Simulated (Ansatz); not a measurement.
Predict the output of the script below (the Python package of Ansatz (0.2.0)).

`drho_la2pi2.py`:
```python
"""Density of La2PI2 less that of its sublattices."""

import warnings

import ansatz
import numpy as np

vectors0 = np.array([
    [4.340585, 0.0, 0.0],
    [-2.170292, 3.759057, 0.0],
    [0.0, 0.0, 11.071833],
])
sites = [
    ("La", (1 / 3, 2 / 3, 0.854589)),
    ("La", (2 / 3, 1 / 3, 0.145411)),
    ("P", (0.0, 0.0, 0.0)),
    ("I", (2 / 3, 1 / 3, 0.66165)),
    ("I", (1 / 3, 2 / 3, 0.33835)),
]


def on_lattice(cell):
    crystal = ansatz.Crystal(lattice=ansatz.Lattice.of(cell))
    for symbol, position in sites:
        crystal = crystal.atom(symbol, position)
    return crystal


def main() -> None:
    warnings.simplefilter("ignore", ansatz.DeckWarning)

    # one cutoff and one grid for all runs, so that the fields can be subtracted
    def solve(crystal):
        return (
            crystal.calculation()
            .functional("PBEsol")
            .occupations("Marzari-Vanderbilt", width=0.1)
            .scf(tolerance=1e-10)
            .basis(460, grid_basis="typed")
            .kpoints(6, 6, 2)
            .density()
            .run(threads=1)
        )


    whole = solve(on_lattice(vectors0))
    difference = whole.density().channels[0].density_e_per_ang3.copy()
    binding = whole.report["free_energy_ev"]
    for element in ["La", "P", "I"]:
        part = ansatz.Crystal(lattice=ansatz.Lattice.of(vectors0))
        for symbol, position in sites:
            if symbol == element:
                part = part.atom(symbol, position)
        alone = solve(part)
        difference -= alone.density().channels[0].density_e_per_ang3
        binding -= alone.report["free_energy_ev"]
        print(f"{element} sublattice: {alone.report['n_electrons']:g} electrons, {alone.report['n_iterations']} iterations")

    voxel = abs(np.linalg.det(vectors0)) / difference.size
    print(f"energy of the crystal less its unpolarised sublattices: {binding / len(sites):.4f} eV/atom")
    print(f"net charge of the difference {difference.sum() * voxel:.5f} e, charge rearranged {0.5 * np.abs(difference).sum() * voxel:.3f} e")
    print(f"extremes {difference.min():.4f} and {difference.max():.4f} e/A^3")
    for (symbol, position) in sites:
        index = tuple(int(round(p * n)) % n for p, n in zip(position, difference.shape))
        print(f"  change of the pseudo-density at the grid point nearest {symbol}: {difference[index]:+.4f} e/A^3")
    profile = difference.mean(axis=(0, 1))
    print("planar mean along the third vector:", np.round(profile[:: max(len(profile) // 12, 1)], 4))


if __name__ == "__main__":
    main()
```

`python drho_la2pi2.py` gives:
```text
La sublattice: 22 electrons, 12 iterations
P sublattice: 5 electrons, 10 iterations
I sublattice: 34 electrons, 11 iterations
energy of the crystal less its unpolarised sublattices: -3.4732 eV/atom
net charge of the difference -0.00000 e, charge rearranged 1.245 e
extremes -0.0688 and 0.0784 e/A^3
  change of the pseudo-density at the grid point nearest La: +0.0148 e/A^3
  change of the pseudo-density at the grid point nearest La: +0.0148 e/A^3
  change of the pseudo-density at the grid point nearest P: -0.0462 e/A^3
  change of the pseudo-density at the grid point nearest I: +0.0439 e/A^3
  change of the pseudo-density at the grid point nearest I: +0.0439 e/A^3
planar mean along the third vector: [ 0.0061  0.0049 -0.0108 -0.0007  0.0083  0.002  -0.0043 -0.0046  0.0001
  0.0094  0.0058 -0.0117 -0.0013  0.0051]
```

The cell holds an odd number of electrons and is run without spin, so a magnetic state may lie lower. The mesh is modest for a metal, so energies can be off by several to tens of meV an atom and pressures by half a GPa or more; differences at equal mesh fare better. Densities and potentials on the grid are those of the valence electrons, and inside the cores they hang on the potentials used. This cell is a computed structure, which may not be the phase found in nature. Charge moved counts every rearrangement, bonding and polarisation too, and is no transfer between atoms; the bare sublattices are artificial references. Values near the nuclei depend on the potentials. It ran for 18 s on 1 thread of Arm Neoverse V1, with other jobs on the host, peak memory 0.53 GiB.
